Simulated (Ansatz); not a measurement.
# BBrCl radical: basis-set convergence

How large a basis does BBrCl radical need? Two functionals are run in growing sets.

Program: Ansatz 0.2.0, Gaussian basis. Level of theory: one geometry, several basis sets. These are calculated values, not measurements.

The runs, in order: PBE0-D4/def2-SVP; ωB97M-V/def2-SVP; PBE0-D4/def2-QZVPP; ωB97M-V/def2-QZVPP; the functionals' def2-TZVPP values are taken from earlier runs.

**1. The geometry**

The geometry comes from an earlier relaxation with PBE0-D4/def2-TZVP; it is a stationary point.

3 atoms, charge 0, spin multiplicity 2.

Atoms are counted from 1 here; the program's logs count them from 0.

Bond lengths: Cl1–B2 1.715 Å, B2–Br3 1.883 Å. Angles: Cl1–B2–Br3 125.8°.

**2. PBE0-D4 in def2-SVP**

in.yaml reads:

```yaml
crystal:
  periodic: [false, false, false]
  atoms:
    - {symbol: Cl, position_ang: [-0.155366, 1.563297, 0.076609]}
    - {symbol: B, position_ang: [-0.479864, -0.085285, -0.269423]}
    - {symbol: Br, position_ang: [0.624329, -1.542812, 0.179614]}
basis:
  gaussian: {orbitals: def2-SVP}
magnetization: {spin_polarized: true, initial_magnetization: 1}
hamiltonian: {xc: pbe0, dispersion: d4}
output: {orbitals: {seedname: orbitals}}
```

Command:

```
> ansatz run in.yaml --threads 4 --pin off --events-out ev --progress --plain --max-ram 10444MiB
```

Further steps of the session: ωB97M-V in def2-SVP; PBE0-D4 in def2-QZVPP; ωB97M-V in def2-QZVPP.

Q: Predict the results of all the runs planned. Wanted: PBE0-D4: double and triple zeta above quadruple; ωB97M-V: double and triple zeta above quadruple.

The runs gave:

| quantity | value |
| --- | --- |
| PBE0-D4: double and triple zeta above quadruple | 15.29, 1.83 eV |
| ωB97M-V: double and triple zeta above quadruple | 15.14, 1.76 eV |

What this shows: PBE0-D4 gains 13.46 eV from double to triple zeta, then 1.83 eV more. These are total energies; as a rule much of such shifts cancels in differences, which this series doesn't test.
